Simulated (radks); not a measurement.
# Fractional charge and spin in the 4d shell of zirconium

One table from this session's results is given with a row withheld; the runs are named, their logs left out.

Method: scalar-relativistic Kohn-Sham, PBE, spin-polarised, spherical densities, finite nucleus. Code: radks (a radial shooting solver on a logarithmic mesh, Libxc functionals) version 1.

### The atom as given

| Quantity | Value |
| --- | --- |
| element | zirconium (Z = 40) |
| configuration | [Kr] 4d(up 2, down 1) |
| nuclear rms radius | 4.2694 fm |

A shell typed twice in an input gives spin up, then spin down.

Set-up of the first run:

The run's settings:

```text
Z 40
configuration [Kr] 4d2 4d1
relativity scalar-relativistic
functional pbe,pbe
spin polarised
nucleus finite rms 4.2694 fm
c 137.035999084
```

Among the steps run: 4d: up 2, down 1.

One table of the session follows, with a row left open; its other results are not shown here.

It belongs to the step «4d: up 2, down 1». Radial moments (bohr):

| level | <r> | outermost maximum (interpolated) | 90 % within | nodes |
| --- | --- | --- | --- | --- |
| 3d up | 0.4525 | 0.347 | 0.728 | 0 |
| 3d down | 0.4525 | 0.348 | 0.728 | 0 |
| 4s up | ? | ? | ? | ? |
| 4s down | 1.217 | 1.08 | 1.78 | 3 |
| 4p up | 1.382 | 1.19 | 2.06 | 2 |
| 4p down | 1.378 | 1.18 | 2.05 | 2 |
| 4d up | 2.264 | 1.63 | 3.70 | 1 |
| 4d down | 2.293 | 1.63 | 3.77 | 1 |

Estimate the missing values for 4s up.

The run gave: <r>: 1.220; outermost maximum (interpolated): 1.08; 90 % within: 1.78; nodes: 3. In the column «<r>» it lies between 4s down (1.217) and 4p down (1.378).
